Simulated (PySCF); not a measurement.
# GaF at other levels of theory

What do other methods print for GaF?

The runs use PySCF 2.14.0; each script names its method and basis.

1 further run of the same task is left out (it didn't finish).

### Step 1. Starting geometry

GaF: 2 atoms, charge 0, spin multiplicity 1.

Bond lengths: Ga1–F2 2.093 Å.

### Step 2. The run that the others are compared with

Input file input.py:

```python
from pyscf import gto, scf

mol = gto.M(
    atom='Ga 0 0 0; F 0 0 2.093',
    basis='crenbl',
    ecp={'Ga': 'crenbl', 'F': 'crenbl'},
    charge=0,
    spin=0,
    symmetry=True,
    verbose=4,
)
mf = scf.RHF(mol)
mf.kernel()
mf.mulliken_pop()
mf.dip_moment()
print('orbital energies (hartree):', mf.mo_energy[..., max(0, mol.nelec[1]-3):mol.nelec[0]+3].round(4))
```

The run is started by

```bash
$ OMP_NUM_THREADS=1 python input.py
```

The log of this run is left out.

Base result: E(SCF) = -101.479199 Eh, 10 cycles, μ = 4.90 D.

The bond length is a typed value, not an optimised one.

### Step 3. Lc_wpbe (RKS)

Edit 1 changes functional: none (Hartree–Fock) → lc_wpbe; SCF type: RHF → RKS.

Edit input.py of step 2 so:

```diff
@@ -1,2 +1,2 @@
-from pyscf import gto, scf
+from pyscf import gto, dft
 
@@ -11,3 +11,3 @@
 )
-mf = scf.RHF(mol)
+mf = dft.RKS(mol, xc='lc_wpbe')
 mf.kernel()
```

The run is started by

```bash
$ OMP_NUM_THREADS=1 python input.py
```

Log:

```text
PySCF version 2.14.0

[INPUT] verbose = 4
[INPUT] num. atoms = 2
[INPUT] num. electrons = 20
[INPUT] charge = 0
[INPUT] spin (= nelec alpha-beta = 2S) = 0
[INPUT] symmetry True subgroup None
[INPUT] Mole.unit = angstrom
[INPUT] Symbol           X                Y                Z      unit          X                Y                Z       unit  Magmom
[INPUT]  1 Ga     0.000000000000   0.000000000000   0.000000000000 AA    0.000000000000   0.000000000000   0.000000000000 Bohr   0.0
[INPUT]  2 F      0.000000000000   0.000000000000   2.093000000000 AA    0.000000000000   0.000000000000   3.955196778715 Bohr   0.0

nuclear repulsion = 23.0077048226087
point group symmetry = Coov
symmetry origin: [0.         0.         0.88991928]
symmetry axis x: [1. 0. 0.]
symmetry axis y: [0. 1. 0.]
symmetry axis z: [0. 0. 1.]
num. orbitals of irrep A1 = 18
num. orbitals of irrep E1x = 11
num. orbitals of irrep E1y = 11
num. orbitals of irrep E2x = 4
num. orbitals of irrep E2y = 4
number of shells = 18
number of NR pGTOs = 48
number of NR cGTOs = 48
basis = crenbl
ecp = {'Ga': 'crenbl', 'F': 'crenbl'}

******** <class 'pyscf.dft.rks_symm.SymAdaptedRKS'> ********
method = SymAdaptedRKS
initial guess = minao
damping factor = 0
level_shift factor = 0
DIIS = <class 'pyscf.scf.diis.CDIIS'>
diis_start_cycle = 1
diis_space = 8
diis_damp = 0
SCF conv_tol = 1e-09
SCF conv_tol_grad = None
SCF max_cycles = 50
direct_scf = True
direct_scf_tol = 1e-13
XC library pyscf.dft.libxc version 7.0.0
    S. Lehtola, C. Steigemann, M. J.T. Oliveira, and M. A.L. Marques.,  SoftwareX 7, 1–5 (2018)
XC functionals = lc_wpbe
    O. A. Vydrov and G. E. Scuseria.,  J. Chem. Phys. 125, 234109 (2006)
radial grids:
    Treutler-Ahlrichs [JCP 102, 346 (1995); DOI:10.1063/1.469408] (M4) radial grids

becke partition: Becke, JCP 88, 2547 (1988); DOI:10.1063/1.454033
pruning grids: <function nwchem_prune>
grids dens level: 3
symmetrized grids: True
atomic radii adjust function: <function treutler_atomic_radii_adjust>
small_rho_cutoff = 0
Freeze 0 electrons in irreps []
    20 free electrons in irreps A1 E1x E1y E2x E2y
Set gradient conv threshold to 3.16228e-05
Initial guess from minao.
tot grids = 35168
init E= -96.123917530485
HOMO (A1) = -0.396897219087513  LUMO (E1y) = -0.0406132837239188  gap/eV = 9.69498
cycle= 1 E= -104.225660717068  delta_E= -8.1  |g|= 0.967  |ddm|= 1.55
HOMO (E1y) = -0.138855125510183  LUMO (E1y) = 0.0168218611200548  gap/eV = 4.23619
cycle= 2 E= -103.836359494587  delta_E= 0.389  |g|=  1.8  |ddm|=  1.2
HOMO (A1) = -0.380335170935701  LUMO (E1y) = 0.00578588854927586  gap/eV = 10.50689
cycle= 3 E= -104.377642602499  delta_E= -0.541  |g|= 0.162  |ddm|= 0.818
HOMO (A1) = -0.374185907606048  LUMO (E1y) = 0.00794095893910263  gap/eV = 10.39820
cycle= 4 E= -104.380779368943  delta_E= -0.00314  |g|= 0.0675  |ddm|= 0.0983
HOMO (A1) = -0.377201235411613  LUMO (E1y) = 0.0101477982394724  gap/eV = 10.54030
cycle= 5 E= -104.381275607174  delta_E= -0.000496  |g|= 0.011  |ddm|= 0.0306
HOMO (A1) = -0.377972656264772  LUMO (E1y) = 0.0111906674154161  gap/eV = 10.58967
cycle= 6 E= -104.381342018853  delta_E= -6.64e-05  |g|= 0.00225  |ddm|= 0.0176
HOMO (A1) = -0.37779905222818  LUMO (E1y) = 0.0111185997753587  gap/eV = 10.58299
cycle= 7 E= -104.381347903374  delta_E= -5.88e-06  |g|= 0.000786  |ddm|= 0.00548
HOMO (A1) = -0.377674173948643  LUMO (E1y) = 0.0111050551796428  gap/eV = 10.57922
cycle= 8 E= -104.381348861162  delta_E= -9.58e-07  |g|= 0.000127  |ddm|= 0.00247
HOMO (A1) = -0.377652808576932  LUMO (E1y) = 0.0111030260113865  gap/eV = 10.57859
cycle= 9 E= -104.381348876908  delta_E= -1.57e-08  |g|= 3.38e-05  |ddm|= 0.000282
HOMO (A1) = -0.377650832068277  LUMO (E1y) = 0.0111049896573323  gap/eV = 10.57858
cycle= 10 E= -104.381348877695  delta_E= -7.87e-10  |g|= 2.83e-06  |ddm|= 6.38e-05
HOMO (A1) = -0.377650737977895  LUMO (E1y) = 0.0111053318846133  gap/eV = 10.57859
Extra cycle  E= -104.381348877698  delta_E= -2.9e-12  |g|= 1.99e-06  |ddm|= 5.21e-06
converged SCF energy = -104.381348877698
 ** Mulliken pop  **
pop of  0 Ga 4s          -0.21431
pop of  0 Ga 5s           1.19084
pop of  0 Ga 6s           0.97040
pop of  0 Ga 4px         -0.00030
pop of  0 Ga 4py         -0.00030
pop of  0 Ga 4pz         -0.00281
pop of  0 Ga 5px          0.02944
pop of  0 Ga 5py          0.02944
pop of  0 Ga 5pz          0.22940
pop of  0 Ga 6px          0.03868
pop of  0 Ga 6py          0.03868
pop of  0 Ga 6pz          0.04369
pop of  0 Ga 3dxy         0.03640
pop of  0 Ga 3dyz         0.03648
pop of  0 Ga 3dz^2        0.03640
pop of  0 Ga 3dxz         0.03648
pop of  0 Ga 3dx2-y2      0.03640
pop of  0 Ga 4dxy         0.40213
pop of  0 Ga 4dyz         0.40291
pop of  0 Ga 4dz^2        0.40168
pop of  0 Ga 4dxz         0.40291
pop of  0 Ga 4dx2-y2      0.40213
pop of  0 Ga 5dxy         0.96046
pop of  0 Ga 5dyz         0.96193
pop of  0 Ga 5dz^2        0.96016
pop of  0 Ga 5dxz         0.96193
pop of  0 Ga 5dx2-y2      0.96046
pop of  0 Ga 6dxy         0.60102
pop of  0 Ga 6dyz         0.59841
pop of  0 Ga 6dz^2        0.59456
pop of  0 Ga 6dxz         0.59841
pop of  0 Ga 6dx2-y2      0.60102
pop of  1 F 2s           -0.05643
pop of  1 F 3s            0.97965
pop of  1 F 4s            0.42525
pop of  1 F 5s            0.63972
pop of  1 F 2px           0.03646
pop of  1 F 2py           0.03646
pop of  1 F 2pz           0.03356
pop of  1 F 3px           0.37647
pop of  1 F 3py           0.37647
pop of  1 F 3pz           0.34667
pop of  1 F 4px           0.82099
pop of  1 F 4py           0.82099
pop of  1 F 4pz           0.77308
pop of  1 F 5px           0.69854
pop of  1 F 5py           0.69854
pop of  1 F 5pz           0.64849
 ** Mulliken atomic charges  **
charge of    0Ga =      0.65490
charge of    1F =     -0.65490
Dipole moment(X, Y, Z, Debye):  0.00000,  0.00000, -4.40918
orbital energies (hartree): [-0.4126 -0.4126 -0.3777  0.0111  0.0111  0.0754]
```

Run time: 1.7 s. Hardware: 1 thread of Arm Neoverse V1, shared host.

Result: E(SCF) = -104.381349 Eh, 10 cycles, μ = 4.41 D.

### Step 4. Stability test

Edit 2 changes step after the SCF: analyze → stability; point-group symmetry: on → off.

Edit input.py of step 2 so:

```diff
@@ -8,3 +8,2 @@
     spin=0,
-    symmetry=True,
     verbose=4,
@@ -13,3 +12,3 @@
 mf.kernel()
-mf.mulliken_pop()
+mf.stability(internal=True, external=True)
 mf.dip_moment()
```

The run is started by

```bash
$ OMP_NUM_THREADS=1 python input.py
```

Log:

```text
[... 7 set-up lines left out, the same as in an earlier log ...]
[INPUT] symmetry False subgroup None
[... 12 set-up lines left out, the same as in an earlier log ...]
******** <class 'pyscf.scf.hf.RHF'> ********
method = RHF
[... 14 set-up lines left out, the same as in an earlier log ...]
init E= -93.0589144642961
  HOMO = -0.36466125391814  LUMO = -0.0111684876283264  gap/eV = 9.61903
cycle= 1 E= -101.387880102049  delta_E= -8.33  |g|= 0.751  |ddm|= 1.72
  HOMO = -0.297358197539151  LUMO = 0.0153382045057005  gap/eV = 8.50890
cycle= 2 E= -101.43016776319  delta_E= -0.0423  |g|= 0.573  |ddm|= 0.66
  HOMO = -0.396356548958584  LUMO = 0.0206569602934762  gap/eV = 11.34752
cycle= 3 E= -101.478449526249  delta_E= -0.0483  |g|= 0.0463  |ddm|= 0.255
  HOMO = -0.393364385274518  LUMO = 0.0237151572544892  gap/eV = 11.34931
cycle= 4 E= -101.479102852499  delta_E= -0.000653  |g|= 0.00941  |ddm|= 0.0475
  HOMO = -0.392209303373444  LUMO = 0.0243783347987204  gap/eV = 11.33593
cycle= 5 E= -101.479186655433  delta_E= -8.38e-05  |g|= 0.00338  |ddm|= 0.0197
  HOMO = -0.391769552027355  LUMO = 0.0244193577207769  gap/eV = 11.32508
cycle= 6 E= -101.479197477187  delta_E= -1.08e-05  |g|= 0.00139  |ddm|= 0.00699
  HOMO = -0.391597369141582  LUMO = 0.0244112199396086  gap/eV = 11.32017
cycle= 7 E= -101.479198441115  delta_E= -9.64e-07  |g|= 0.000351  |ddm|= 0.00214
  HOMO = -0.391561207281887  LUMO = 0.0244041749292994  gap/eV = 11.31899
cycle= 8 E= -101.479198512533  delta_E= -7.14e-08  |g|= 7.28e-05  |ddm|= 0.000668
  HOMO = -0.391546394453504  LUMO = 0.0244127443378241  gap/eV = 11.31882
cycle= 9 E= -101.479198514837  delta_E= -2.3e-09  |g|= 6.1e-06  |ddm|= 0.000121
  HOMO = -0.391546245758418  LUMO = 0.024412404565266  gap/eV = 11.31881
cycle= 10 E= -101.479198514858  delta_E= -2.09e-11  |g|= 1.14e-06  |ddm|= 1.17e-05
  HOMO = -0.391546305973482  LUMO = 0.0244123425013938  gap/eV = 11.31881
Extra cycle  E= -101.479198514858  delta_E= -4.55e-13  |g|= 6.85e-07  |ddm|= 1.32e-06
converged SCF energy = -101.479198514858
rhf_internal: lowest eigs of H = [0.95657292 0.95657736 1.10508144]
<class 'pyscf.scf.hf.RHF'> wavefunction is stable in the internal stability analysis
rhf_real2complex: lowest eigs of H = [0.18230824 0.18231019 0.26476516]
<class 'pyscf.scf.hf.RHF'> wavefunction is stable in the real -> complex stability analysis
rhf_external: lowest eigs of H = [0.05981752 0.05982086 0.14480502]
<class 'pyscf.scf.hf.RHF'> wavefunction is stable in the RHF/RKS -> UHF/UKS stability analysis
Dipole moment(X, Y, Z, Debye):  0.00000,  0.00000, -4.90039
orbital energies (hartree): [-0.4956 -0.4956 -0.3915  0.0244  0.0244  0.0944]
```

Run time: 1.2 s. Hardware: 1 thread of Arm Neoverse V1, shared host.

Result: E(SCF) = -101.479199 Eh (no change), 10 cycles, μ = 4.90 D, internal stable; real -> complex stable; RHF/RKS -> UHF/UKS stable.

### Step 5. Scan (RKS)

Edit 3 changes functional: none (Hartree–Fock) → scan; SCF type: RHF → RKS.

Edit input.py of step 2 so:

```diff
@@ -1,2 +1,2 @@
-from pyscf import gto, scf
+from pyscf import gto, dft
 
@@ -11,3 +11,3 @@
 )
-mf = scf.RHF(mol)
+mf = dft.RKS(mol, xc='scan')
 mf.kernel()
```

The run is started by

```bash
$ OMP_NUM_THREADS=1 python input.py
```

Log:

```text
[... 46 set-up lines left out, the same as in an earlier log ...]
XC functionals = scan
    J. Sun, A. Ruzsinszky, and J. P. Perdew.,  Phys. Rev. Lett. 115, 036402 (2015)
    J. Sun, A. Ruzsinszky, and J. P. Perdew.,  Phys. Rev. Lett. 115, 036402 (2015)
[... 14 set-up lines left out, the same as in an earlier log ...]
init E= -95.3943349940031
HOMO (A1) = -0.334145720500784  LUMO (E1y) = -0.108169657297167  gap/eV = 6.14912
cycle= 1 E= -103.329747523728  delta_E= -7.94  |g|= 0.902  |ddm|= 1.48
HOMO (A1) = -0.0750322476385529  LUMO (E1y) = 0.0596368339360713  gap/eV = 3.66453
cycle= 2 E= -95.6248556631575  delta_E=  7.7  |g|= 4.17  |ddm|= 2.88
HOMO (A1) = -0.253337389804395  LUMO (E1y) = -0.0557418611933784  gap/eV = 5.37685
cycle= 3 E= -103.46148026881  delta_E= -7.84  |g|= 0.328  |ddm|= 2.79
HOMO (A1) = -0.248997587637939  LUMO (E1y) = -0.0777531674514522  gap/eV = 4.65980
cycle= 4 E= -103.480167342509  delta_E= -0.0187  |g|= 0.18  |ddm|= 0.337
HOMO (A1) = -0.248963472941923  LUMO (E1y) = -0.0789489704567621  gap/eV = 4.62633
cycle= 5 E= -103.482374234811  delta_E= -0.00221  |g|= 0.0438  |ddm|= 0.0446
HOMO (A1) = -0.250224742904318  LUMO (E1y) = -0.0776497404121067  gap/eV = 4.69601
cycle= 6 E= -103.482815779148  delta_E= -0.000442  |g|= 0.0211  |ddm|= 0.0311
HOMO (A1) = -0.251221150794566  LUMO (E1y) = -0.077780732220427  gap/eV = 4.71955
cycle= 7 E= -103.482878484597  delta_E= -6.27e-05  |g|= 0.0101  |ddm|= 0.00634
HOMO (A1) = -0.251967928441115  LUMO (E1y) = -0.0778546006586044  gap/eV = 4.73786
cycle= 8 E= -103.482899224486  delta_E= -2.07e-05  |g|= 0.00142  |ddm|= 0.0054
HOMO (A1) = -0.252005131048071  LUMO (E1y) = -0.0777638971359185  gap/eV = 4.74135
cycle= 9 E= -103.482899686363  delta_E= -4.62e-07  |g|= 4.11e-05  |ddm|= 0.000955
HOMO (A1) = -0.252009515573283  LUMO (E1y) = -0.0777705002459214  gap/eV = 4.74129
cycle= 10 E= -103.482899686609  delta_E= -2.47e-10  |g|= 7.45e-06  |ddm|= 4.93e-05
HOMO (A1) = -0.252011564123236  LUMO (E1y) = -0.0777707496699955  gap/eV = 4.74133
Extra cycle  E= -103.482899686554  delta_E= 5.54e-11  |g|= 1.86e-05  |ddm|= 1.24e-05
converged SCF energy = -103.482899686554
 ** Mulliken pop  **
pop of  0 Ga 4s          -0.21687
pop of  0 Ga 5s           1.21137
pop of  0 Ga 6s           0.96689
pop of  0 Ga 4px         -0.00045
pop of  0 Ga 4py         -0.00045
pop of  0 Ga 4pz         -0.00278
pop of  0 Ga 5px          0.04343
pop of  0 Ga 5py          0.04343
pop of  0 Ga 5pz          0.23200
pop of  0 Ga 6px          0.04791
pop of  0 Ga 6py          0.04791
pop of  0 Ga 6pz          0.03973
pop of  0 Ga 3dxy         0.03535
pop of  0 Ga 3dyz         0.03543
pop of  0 Ga 3dz^2        0.03530
pop of  0 Ga 3dxz         0.03543
pop of  0 Ga 3dx2-y2      0.03535
pop of  0 Ga 4dxy         0.39314
pop of  0 Ga 4dyz         0.39386
pop of  0 Ga 4dz^2        0.39214
pop of  0 Ga 4dxz         0.39386
pop of  0 Ga 4dx2-y2      0.39314
pop of  0 Ga 5dxy         0.96325
pop of  0 Ga 5dyz         0.96455
pop of  0 Ga 5dz^2        0.96167
pop of  0 Ga 5dxz         0.96455
pop of  0 Ga 5dx2-y2      0.96325
pop of  0 Ga 6dxy         0.60826
pop of  0 Ga 6dyz         0.60577
pop of  0 Ga 6dz^2        0.60241
pop of  0 Ga 6dxz         0.60577
pop of  0 Ga 6dx2-y2      0.60826
pop of  1 F 2s           -0.05835
pop of  1 F 3s            1.01774
pop of  1 F 4s            0.44326
pop of  1 F 5s            0.59209
pop of  1 F 2px           0.03502
pop of  1 F 2py           0.03502
pop of  1 F 2pz           0.03235
pop of  1 F 3px           0.36737
pop of  1 F 3py           0.36737
pop of  1 F 3pz           0.33887
pop of  1 F 4px           0.82535
pop of  1 F 4py           0.82535
pop of  1 F 4pz           0.78395
pop of  1 F 5px           0.68176
pop of  1 F 5py           0.68176
pop of  1 F 5pz           0.62821
 ** Mulliken atomic charges  **
charge of    0Ga =      0.59714
charge of    1F =     -0.59714
Dipole moment(X, Y, Z, Debye):  0.00000,  0.00000, -4.04303
orbital energies (hartree): [-0.2603 -0.2603 -0.252  -0.0778 -0.0778 -0.0038]
```

It took 2.3 s on 1 thread of Arm Neoverse V1, shared host; peak memory 0.19 GiB.

Result: E(SCF) = -103.482900 Eh, 10 cycles, μ = 4.04 D.

### Step 6. Comparison

```tsv
run	E(SCF) (hartree)	from base (eV)	cycles	gap (eV)	SCF dipole (D)	after the SCF
base	-101.479199	0	10	11.32	4.90	n/a
lc_wpbe (RKS)	-104.381349	not comparable	10	10.58	4.41	n/a
stability test	-101.479199	0.0000	10	11.32	4.90	stable
scan (RKS)	-103.482900	not comparable	10	4.74	4.04	n/a
```

Wall time on 1 thread of Arm Neoverse V1, shared host, start-up included: base 0.73 s; lc_wpbe (RKS) 1.7 s; stability test 1.2 s; scan (RKS) 2.3 s.

What this shows: A lower total energy from another functional means nothing by itself.
